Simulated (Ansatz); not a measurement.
# SiPdPt3: the cost of one run

Computed with Ansatz 0.2.0 (DFT PBE, scalar-relativistic, plane waves, PAW, unless a step's input says otherwise).

## 1. The system as given

The structure is cubic, space group Pm-3m (No. 221). The conventional cell has a = 4.564 Å, b = 4.564 Å, c = 4.564 Å, α = 90.00°, β = 90.00°, γ = 90.00°. Si (site symmetry m-3m) is surrounded by 6 Pt at 2.28 Å. Pd (site symmetry m-3m) is surrounded by 12 Pt at 3.23 Å. Around Pt (site symmetry 4/mmm) lie 2 Si at 2.28 Å.

As a file:

```xyz
5
Lattice="4.5643 0.0000 0.0000 0.0000 4.5643 0.0000 0.0000 0.0000 4.5643" Properties=species:S:1:pos:R:3 pbc="T T T"
Si    2.2822    2.2822    2.2822
Pd    0.0000    0.0000    0.0000
Pt    0.0000    2.2822    2.2822
Pt    2.2822    0.0000    2.2822
Pt    2.2822    2.2822    0.0000
```

A structure generator made this guess: random cell by space group and Wyckoff sites (Pm-3m, No. 221). Lengths come from tabulated atomic sizes and are only a guess.

## 2. Probe: one point on a coarse mesh

The input, input.yaml:

```yaml
crystal:
  lattice:
    - [4.56433486, 0.0, 0.0]
    - [0.0, 4.56433486, 0.0]
    - [0.0, 0.0, 4.56433486]
  atoms:
    - { symbol: Si, position: [0.5, 0.5, 0.5] }
    - { symbol: Pd, position: [0.0, 0.0, 0.0] }
    - { symbol: Pt, position: [0.0, 0.5, 0.5] }
    - { symbol: Pt, position: [0.5, 0.0, 0.5] }
    - { symbol: Pt, position: [0.5, 0.5, 0.0] }
basis:
  ecutwfc: 420
kpoints:
  mp_grid: { grid: [4, 4, 4] }
hamiltonian:
  xc: pbe
scf:
  occupations: { method: gaussian, width: 0.1 }
  lower_state_search: "off"
output:
  forces: true
  stress: true
  eigenvalues: true
```

The run is started by

```sh
$ ansatz run input.yaml --threads 1 --pin off --max-ram 2560MiB --backend cpu --events-out ev --progress --plain --runs-dir out
```

What time and memory should one allow on 1 thread of Intel Xeon 6975P-C (Granite Rapids), shared host?

About 1.3 s, with a peak of 0.41 GiB.
